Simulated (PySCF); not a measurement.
**[RuN(OH)4]-: geometry, NMR shifts and electronic excitations**

Aim: predict the NMR shifts and electronic excitations of [RuN(OH)4]- (`[N]#[Ru-]([OH])([OH])([OH])[OH]`).

Computed with PySCF 2.14.0, with density-fitted response routines of our own, on a single molecule in the gas phase. Atoms are numbered from 0 throughout.

## 1. Starting geometry

10 atoms, charge -1, multiplicity 1; geometry from: GFN2-xTB. The atoms were then displaced at random by about 0.03 Å, so the start is not that level's minimum.

Bonds of the start (Å): Ru0–N1 1.61, Ru0–O2 1.86, Ru0–O4 2.06, Ru0–O6 2.03, Ru0–O8 1.87, O2–H3 1.02, O4–H5 0.98, O6–H7 0.98, O8–H9 0.98.

## 2. Relaxing the molecule at PBE0-D3(BJ)/def2-SVP

What the job is given:

```
{"job": {"xc": "PBE0", "basis": "def2-SVP", "d3": "d3bj", "grid": 1, "maxiter": 40, "shake": 0.03, "kind": "geom"}, "charge": -1, "multiplicity": 1}
Ru     0.291740    -0.043090     0.293390
N      0.322960     0.020300     1.906380
O      1.998060     0.160100    -0.422630
H      2.464830    -0.739750    -0.484750
O     -0.030110     1.913000    -0.282520
H     -0.946030     2.237660    -0.131560
O     -1.674740    -0.221790    -0.176150
H     -2.157010     0.626620    -0.201590
O      0.379500    -1.831460    -0.235520
H     -0.524550    -2.198340    -0.260660
```

Run with:

```bash
OMP_NUM_THREADS=1 python probes_run.py task.json out
```

One launch serves the whole session: the jobs run in the order shown.

What it wrote:

```text
step   0  E = -452.33352260  max force = 0.089600
step   1  E = -452.35225152  max force = 0.013931
step   2  E = -452.35387920  max force = 0.005353
step   3  E = -452.35428446  max force = 0.001964
step   4  E = -452.35448049  max force = 0.001382
step   5  E = -452.35454303  max force = 0.000912
step   6  E = -452.35459526  max force = 0.000733
step   7  E = -452.35465013  max force = 0.001273
step   8  E = -452.35469557  max force = 0.001533
step   9  E = -452.35474854  max force = 0.001098
step  10  E = -452.35478884  max force = 0.000555
step  11  E = -452.35479591  max force = 0.000433
optimisation converged
```

Wall time 4.1 min (1 thread of Intel Xeon at 2.50GHz, shared host); peak memory 0.49 GiB.

Relaxation path:

```
step  energy from step 0 (eV)  largest force component (eV/Å)
   0                   0.0000                          4.6074
   1                  -0.5096                          0.7164
   2                  -0.5539                          0.2753
   3                  -0.5650                          0.1010
   4                  -0.5703                          0.0711
   5                  -0.5720                          0.0469
   6                  -0.5734                          0.0377
   7                  -0.5749                          0.0655
   8                  -0.5761                          0.0788
   9                  -0.5776                          0.0565
  10                  -0.5787                          0.0285
  11                  -0.5789                          0.0223
```

Distances of close pairs at the start and the end, largest changes first:

```
  bond  before (Å)  after (Å)  change (Å)
Ru0–O4       2.064      1.964      -0.100
Ru0–O8       1.867      1.952      +0.085
Ru0–O2       1.862      1.932      +0.070
Ru0–O6       2.030      1.963      -0.067
 O2–H3       1.016      0.969      -0.047
Ru0–N1       1.615      1.584      -0.031
 O4–H5       0.983      0.966      -0.017
 O6–H7       0.976      0.965      -0.011
```

The final coordinates are the input of the step that follows.

```
                         at the end point                value
  point group (found at 0.08 Å tolerance)                   C1
rotational constants (GHz, main isotopes)  2.876, 2.748, 2.111
```

## 3. Nuclear shieldings: PBE0/def2-TZVP+pcSseg-1

What the job is given:

```
{"job": {"kind": "nmr", "xc": "PBE0", "basis": {"default": "pcSseg-1", "Ru": "def2-TZVP"}}, "charge": -1, "multiplicity": 1}
Ru     0.240665     0.050635     0.368777
N      0.412709     0.205619     1.935745
O      1.977447     0.110121    -0.475177
H      2.169783    -0.834621    -0.568625
O      0.001313     1.855391    -0.367644
H     -0.887760     2.133525    -0.111638
O     -1.653009    -0.238143    -0.060545
H     -1.965402     0.579861    -0.466903
O      0.379333    -1.843157    -0.084426
H     -0.550429    -2.095982    -0.165174
```

Level: GIAO PBE0/pcSseg-1 Ru:def2-TZVP NMR shielding, scalar relativity only through core potentials, gas phase.

What it wrote:

```text
coarse grid: 43816 points
cycle   1  E = -451.7924373682  dE = -7.240e+00  |g| = 2.111e+00  |ddm| = 4.662e+00
cycle   2  E = -446.1992487451  dE =  5.593e+00  |g| = 5.024e+00  |ddm| = 1.239e+01
cycle   3  E = -452.1798275458  dE = -5.981e+00  |g| = 1.609e+00  |ddm| = 1.217e+01
cycle   4  E = -452.6188123408  dE = -4.390e-01  |g| = 2.468e-01  |ddm| = 7.385e-01
cycle   5  E = -452.6250355606  dE = -6.223e-03  |g| = 1.688e-01  |ddm| = 2.835e-01
cycle   6  E = -452.6302655989  dE = -5.230e-03  |g| = 5.906e-02  |ddm| = 1.349e-01
cycle   7  E = -452.6308975220  dE = -6.319e-04  |g| = 1.405e-02  |ddm| = 3.695e-02
cycle   8  E = -452.6309142526  dE = -1.673e-05  |g| = 9.951e-03  |ddm| = 1.138e-02
cycle   9  E = -452.6309325572  dE = -1.830e-05  |g| = 2.354e-03  |ddm| = 5.404e-03
cycle  10  E = -452.6309331807  dE = -6.235e-07  |g| = 1.354e-03  |ddm| = 1.323e-03
final grid: 91536 points
cycle  11  E = -452.6309391971  dE =  4.976e-06  |g| = 5.487e-03  |ddm| = 3.503e-03
cycle  12  E = -452.6308488987  dE =  9.030e-05  |g| = 2.309e-02  |ddm| = 1.253e-02
cycle  13  E = -452.6309444877  dE = -9.559e-05  |g| = 8.337e-04  |ddm| = 1.017e-02
cycle  14  E = -452.6309446136  dE = -1.259e-07  |g| = 9.133e-05  |ddm| = 5.174e-04
cycle  15  E = -452.6309446150  dE = -1.414e-09  |g| = 2.419e-05  |ddm| = 6.730e-05
cycle  16  E = -452.6309446151  dE = -9.243e-11  |g| = 1.078e-05  |ddm| = 1.953e-05
converged SCF energy = -452.6309446151

GIAO shielding tensors (ppm)
atom      isotropic    diamagn.    paramagn.     s11        s22        s33       span
  0 Ru         nan         nan         nan        nan        nan        nan        nan
  1 N     -555.822     337.327    -893.150   -892.162   -824.818     49.514    941.675
  2 O      270.548     389.895    -119.347    170.844    239.683    401.116    230.272
  3 H       28.962      32.268      -3.306     23.782     24.221     38.882     15.100
  4 O      306.312     388.132     -81.820    209.309    315.031    394.597    185.288
  5 H       32.532      33.544      -1.012     26.375     29.428     41.794     15.419
  6 O      302.823     391.232     -88.409    226.145    318.568    363.755    137.611
  7 H       32.431      34.224      -1.793     26.181     28.200     42.913     16.732
  8 O      290.194     392.306    -102.112    215.332    271.481    383.768    168.435
  9 H       29.798      32.957      -3.159     24.050     24.343     41.002     16.951
```

It took 56 s on 1 thread of Intel Xeon at 2.50GHz, shared host; peak memory 0.77 GiB.

Shifts follow as δ = σ(reference) − σ, with reference shieldings (ppm) from runs at the same level and on the same kind of geometry: 1H TMS 31.27, 15N NH3 265.7, 17O H2O 334.6. The references are single molecules in the gas phase, so shifts against H2O, NH3, PH3, H3PO4 or CFCl3 are not on the usual liquid scales and can be off by tens of ppm. Atoms listed in one row are averaged.

```
         atoms                         environment  σ (ppm)  δ (ppm)
H3, H5, H7, H9  hydrogen on an oxygen bonded to Ru    30.93     0.34
            N1               nitrogen bonded to Ru   -555.8    821.5
O2, O4, O6, O8              oxygen bonded to Ru, H    292.5     42.1
```

Atoms past Kr carry core potentials, so their printed shieldings have no meaning and are left out of the table.

The run also stored atomic charges by several schemes (e):

```
         atoms  Mulliken  ESP fit
           Ru0      1.21     1.28
            N1     -0.51    -0.48
O2, O4, O6, O8     -0.64    -0.82
```

Mayer bond orders: Ru0–N1 2.33, Ru0–O2 0.78, Ru0–O4 0.72, Ru0–O6 0.71, Ru0–O8 0.74.

With diffuse functions Mulliken charges and Mayer bond orders lose their meaning; the other schemes are steadier.

Orbitals, density, ELF and potential are computed afterwards from the orbital file.

Frontier orbitals at PBE0/def2-TZVP+pcSseg-1, with the share of their density that lies nearest to each atom:

```
orbital  energy (eV)                                   lies on
   HOMO        -2.22                 Ru0 60 %; O4 14 %; O2 9 %
   LUMO         3.29  Ru0 42 %; N1 38 %; O4, O8 about 6 % each
```

ELF in a plane through or near 6 of the atoms.

Ten even steps from '0' (0.00) to '9' (0.96):
```
0000000000000000000000000000
0000000000000000000000000000
0000000000000000000000000000
0000000123320000122100000000
0000000257763001466420000000
0000000369985102898630000000
0000014675376104878742100000
0000168996375115652887520000
0000057985442322777999830000
0000000000114642222455300000
0000001355422421111100000000
0000136898871125668973000000
0000146886871079679997100000
0000023568993079887652000000
0000001138993058875210000000
0000000017981025653100000000
0000000001320001221000000000
0000000000000000000000000000
0000000000000000000000000000
0000000000000000000000000000
```
The map spans 9.5 Å across and 8.9 Å up, centred on the molecule. Atoms in the plane (x, y in Å): O2 (-1.3, 1.5), H3 (-2.1, 1.0), O4 (1.3, 1.3), H5 (2.2, 0.8), H7 (1.8, -1.0), H9 (-1.1, -1.9).

log10 of the density (e/Å³) in the same plane.

Ten even steps from '0' (-4.0) to '9' (2.0):
```
0000000000000000000000000000
0000000000000000000000000000
0000000111211100111000000000
0000012334443222333321000000
0000123445554434444432210000
0000233556665445566543320000
0001234567876555777654321000
0001345677876556798765431000
0001344666666666666665431000
0001234455556766555554321000
0001234556666666555543321000
0001344677765556666654321000
0001345677765567777654320000
0001234566665566776553210000
0000233455655455665443210000
0000112344444344444332100000
0000001223332233333220000000
0000000001111011111000000000
0000000000000000000000000000
0000000000000000000000000000
```
The map spans 9.5 Å across and 8.9 Å up, centred on the molecule. Atoms in the plane (x, y in Å): O2 (-1.3, 1.5), H3 (-2.1, 1.0), O4 (1.3, 1.3), H5 (2.2, 0.8), H7 (1.8, -1.0), H9 (-1.1, -1.9).

On the surface of density 0.002 e/bohr³ the electrostatic potential runs, from the 1st to the 99th percentile, from -6.45 V near O2 to -1.95 V near H5.

## 4. Excited states and response: B3LYP/def2-SVPD

Same as in step 3 but for these lines:

```diff
@@ -1,2 +1,2 @@
-{"job": {"kind": "nmr", "xc": "PBE0", "basis": {"default": "pcSseg-1", "Ru": "def2-TZVP"}}, "charge": -1, "multiplicity": 1}
+{"job": {"kind": "uv", "xc": "B3LYP", "basis": "def2-SVPD", "ip": false, "nstates": 10}, "charge": -1, "multiplicity": 1}
 Ru     0.240665     0.050635     0.368777
```

With the program's defaults for keys left out, this is: TDDFT B3LYP/def2-SVPD, vertical, gas phase, core orbitals frozen in the response.

What it wrote:

```text
coarse grid: 43816 points
cycle   1  E = -452.0977612092  dE = -8.747e+00  |g| = 1.890e+00  |ddm| = 4.476e+00
cycle   2  E = -445.1103638327  dE =  6.987e+00  |g| = 5.547e+00  |ddm| = 6.010e+01
cycle   3  E = -452.5235604623  dE = -7.413e+00  |g| = 1.297e+00  |ddm| = 5.993e+01
cycle   4  E = -452.7453609942  dE = -2.218e-01  |g| = 7.156e-01  |ddm| = 1.293e+00
cycle   5  E = -452.8320832743  dE = -8.672e-02  |g| = 1.795e-01  |ddm| = 6.518e-01
cycle   6  E = -452.8370033261  dE = -4.920e-03  |g| = 9.400e-02  |ddm| = 2.061e-01
cycle   7  E = -452.8386515070  dE = -1.648e-03  |g| = 2.026e-02  |ddm| = 7.436e-02
cycle   8  E = -452.8387243710  dE = -7.286e-05  |g| = 5.926e-03  |ddm| = 1.825e-02
cycle   9  E = -452.8387280139  dE = -3.643e-06  |g| = 3.930e-03  |ddm| = 6.510e-03
cycle  10  E = -452.8387307991  dE = -2.785e-06  |g| = 9.019e-04  |ddm| = 3.202e-03
final grid: 91536 points
cycle  11  E = -452.8386759059  dE =  1.698e-06  |g| = 3.305e-03  |ddm| = 6.164e-03
cycle  12  E = -452.8386380461  dE =  3.786e-05  |g| = 1.455e-02  |ddm| = 1.167e-02
cycle  13  E = -452.8386777079  dE = -3.966e-05  |g| = 1.209e-03  |ddm| = 9.691e-03
cycle  14  E = -452.8386779897  dE = -2.818e-07  |g| = 1.257e-04  |ddm| = 9.526e-04
cycle  15  E = -452.8386779928  dE = -3.044e-09  |g| = 2.480e-05  |ddm| = 1.459e-04
cycle  16  E = -452.8386779929  dE = -1.013e-10  |g| = 1.262e-05  |ddm| = 3.084e-05
converged SCF energy = -452.8386779929

Static polarisability (au): isotropic 75.453, principal 71.170 74.632 80.557

Singlet excitations
state   eV       nm        f      main configurations
  1   3.2972    376.0   0.00119   H->L 0.95
  2   3.4093    363.7   0.00015   H->L+1 0.95
  3   4.0848    303.5   0.00119   H->L+3 0.93
  4   4.3676    283.9   0.00078   H-1->L 0.78, H-2->L 0.08
  5   4.6173    268.5   0.00186   H-1->L+1 0.52, H-2->L+1 0.26, H-2->L 0.18
  6   4.6694    265.5   0.00080   H-2->L+1 0.51, H-2->L 0.29, H-1->L 0.09
  7   4.7719    259.8   0.00448   H->L+2 0.88
  8   4.8821    254.0   0.01607   H-3->L 0.89
  9   4.9551    250.2   0.01722   H-3->L+1 0.28, H-1->L+1 0.24, H-2->L 0.21
 10   5.1418    241.1   0.00824   H-3->L+1 0.62, H-2->L 0.09

Triplet excitations (Tamm-Dancoff, eV): 2.7124 2.8469 3.5967 3.7169
```

Run time: 78 s. Hardware: 1 thread of Intel Xeon at 2.50GHz, shared host; peak memory 0.79 GiB.

Frontier orbitals and where they lie:

```
orbital     eV                       atoms
 HOMO−3  -3.40   O6 36 %, O4 34 %, O8 11 %
 HOMO−2  -3.21   O4 22 %, O8 20 %, N1 20 %
 HOMO−1  -3.02   O2 47 %, O8 26 %, N1 17 %
   HOMO  -2.32   Ru0 63 %, O4 13 %, O2 9 %
   LUMO   2.66   Ru0 50 %, N1 34 %, O4 7 %
 LUMO+1   2.80   Ru0 51 %, N1 32 %, O6 8 %
 LUMO+2   3.41  Ru0 39 %, O6 14 %, O4 12 %
```

With each of the 10 states as a Gaussian band of 0.4 eV half-width at 1/e, the curve within the window shown has maxima at 373 nm (ε 55), 252 nm (ε 1,800) L/(mol cm). Beyond the last state computed it falls off for lack of states. The curve at chosen wavelengths:

nm, ε (L/mol/cm) and a bar:
```
      228        453 ########
      237       1101 ###################
      246       1685 #############################
      256       1751 ##############################
      265       1332 #######################
      274        817 ##############
      283        440 #######
      293        216 ####
      302        124 ##
      311         80 #
      320         57 #
      330         45 #
      339         43 #
      348         46 #
      357         50 #
      367         54 #
      376         55 #
      385         52 #
      394         46 #
      404         38 #
      413         30 
      422         23 
      431         17 
      441         12 
      450          8 
      459          6
```

Leading natural transition orbitals of singlet state 9: the hole lies on O2 47 %; O4 22 %; O6, O8 about 8 % each; the particle on Ru0 43 %; N1 37 %; O2, O6 about 7 % each.

Leading natural transition orbitals of singlet state 1: the hole lies on Ru0 71 %; O2, O4 about 7 % each; the particle on Ru0 44 %; N1 39 %.

Further results of this job:

```
           property  computed
polarisability (Å³)     11.18
 HOMO–LUMO gap (eV)      4.98
      −ε(HOMO) (eV)      2.32
```

## 5. Shielding tensors: wB97X-D/def2-TZVP+pcSseg-1

Same as in step 4 but for these lines:

```diff
@@ -1,2 +1,2 @@
-{"job": {"kind": "uv", "xc": "B3LYP", "basis": "def2-SVPD", "ip": false, "nstates": 10}, "charge": -1, "multiplicity": 1}
+{"job": {"kind": "nmr", "xc": "wB97X-D", "basis": {"default": "pcSseg-1", "Ru": "def2-TZVP"}, "pop": false}, "charge": -1, "multiplicity": 1}
 Ru     0.240665     0.050635     0.368777
```

Method: GIAO wB97X-D/pcSseg-1 Ru:def2-TZVP NMR shielding, scalar relativity only through core potentials, gas phase.

What it wrote:

```text
coarse grid: 43816 points
cycle   1  E = -452.0867289194  dE = -7.675e+00  |g| = 2.107e+00  |ddm| = 4.611e+00
cycle   2  E = -450.2901490227  dE =  1.797e+00  |g| = 3.713e+00  |ddm| = 3.264e+00
cycle   3  E = -452.8537043594  dE = -2.564e+00  |g| = 6.390e-01  |ddm| = 2.306e+00
cycle   4  E = -452.8944126379  dE = -4.071e-02  |g| = 4.438e-01  |ddm| = 4.487e-01
cycle   5  E = -452.9233754914  dE = -2.896e-02  |g| = 1.247e-01  |ddm| = 2.252e-01
cycle   6  E = -452.9263118656  dE = -2.936e-03  |g| = 3.300e-02  |ddm| = 7.975e-02
cycle   7  E = -452.9264949881  dE = -1.831e-04  |g| = 9.894e-03  |ddm| = 2.337e-02
cycle   8  E = -452.9265120403  dE = -1.705e-05  |g| = 3.152e-03  |ddm| = 7.663e-03
cycle   9  E = -452.9265143850  dE = -2.345e-06  |g| = 6.651e-04  |ddm| = 2.918e-03
final grid: 91536 points
cycle  10  E = -452.9199872476  dE = -2.121e-05  |g| = 1.295e-03  |ddm| = 9.205e-03
cycle  11  E = -452.9199876039  dE = -3.563e-07  |g| = 1.160e-03  |ddm| = 1.850e-03
cycle  12  E = -452.9199878051  dE = -2.011e-07  |g| = 6.347e-04  |ddm| = 9.122e-04
cycle  13  E = -452.9199878603  dE = -5.529e-08  |g| = 5.370e-04  |ddm| = 5.493e-04
cycle  14  E = -452.9199879113  dE = -5.099e-08  |g| = 6.263e-05  |ddm| = 2.575e-04
cycle  15  E = -452.9199879150  dE = -3.703e-09  |g| = 4.003e-05  |ddm| = 1.379e-04
cycle  16  E = -452.9199879158  dE = -8.080e-10  |g| = 1.992e-05  |ddm| = 6.502e-05
converged SCF energy = -452.9199879158

GIAO shielding tensors (ppm)
atom      isotropic    diamagn.    paramagn.     s11        s22        s33       span
  0 Ru         nan         nan         nan        nan        nan        nan        nan
  1 N     -594.943     338.141    -933.084   -951.620   -881.693     48.484   1000.104
  2 O      285.625     390.807    -105.182    187.580    258.725    410.569    222.989
  3 H       29.297      32.485      -3.187     23.774     24.205     39.914     16.140
  4 O      321.318     389.063     -67.745    219.043    336.817    408.094    189.051
  5 H       32.888      33.794      -0.906     26.385     29.490     42.790     16.406
  6 O      316.106     392.280     -76.174    237.342    335.277    375.700    138.358
  7 H       32.691      34.506      -1.814     26.107     28.183     43.784     17.677
  8 O      304.308     393.340     -89.032    227.126    293.293    392.506    165.380
  9 H       30.139      33.223      -3.084     24.145     24.274     41.997     17.851
```

Wall time 48 s (1 thread of Intel Xeon at 2.50GHz, shared host); peak memory 0.85 GiB.

This run: δ N1 858.9, O2 26.4, H3 0.13 ppm (means over like atoms).

## 6. Side by side: NMR shifts

Shifts (ppm), means over like atoms, with basis size and wall time:

```
                       run    H3     N1    O2  functions  time
   PBE0/def2-TZVP+pcSseg-1  0.34  821.5  42.1        145  56 s
wB97X-D/def2-TZVP+pcSseg-1  0.13  858.9  26.4        145  48 s
```

## 7. Outcome

```
                                                                         quantity                        value
                                                                      point group                           C1
                                             rotational constants (main isotopes)         2.88, 2.75, 2.11 GHz
 1H shifts against TMS (PBE0/def2-TZVP+pcSseg-1, means over atoms taken as alike)                     0.34 ppm
                                 15N shifts against NH3 (PBE0/def2-TZVP+pcSseg-1)                    821.5 ppm
17O shifts against H2O (PBE0/def2-TZVP+pcSseg-1, means over atoms taken as alike)                     42.1 ppm
                                                 lowest singlet (B3LYP/def2-SVPD)  3.30 eV (376 nm), f = 0.001
                                         brightest single state of those computed  state 9, 4.96 eV, f = 0.017
                                                                   lowest triplet                      2.71 eV
                                                         range of the shift of N1           821.5 to 858.9 ppm
```

What this shows: The start was shaken at random, so part of the energy gained undoes that. The optimisation took 11 steps and gained 0.579 eV; among the close pairs (by a distance rule), Ru0–O4 changed most, from 2.064 to 1.964 Å. No frequency check was run at this level, so the end point may be a saddle. At PBE0/def2-TZVP+pcSseg-1: The largest span, 942 ppm, is at N1, where the paramagnetic term is -893 ppm. The lowest singlet, at 3.30 eV, is HOMO→LUMO 0.95 and is weak; of the 10 states computed, the strongest absorption comes from state 9 at 4.96 eV. The lowest triplet lies 0.58 eV below the lowest singlet (triplets in Tamm-Dancoff, singlets in full TDDFT). The lowest singlet lies above −ε(HOMO); no detachment energy was computed, so the anion's states may not be bound. In ppm, N1 moves most: its shift spreads over 37.4 ppm, from 821.5 (PBE0/def2-TZVP+pcSseg-1) to 858.9 (wB97X-D/def2-TZVP+pcSseg-1). Spin-orbit coupling is left out, which matters for shieldings and couplings at and beside the heavy atoms.
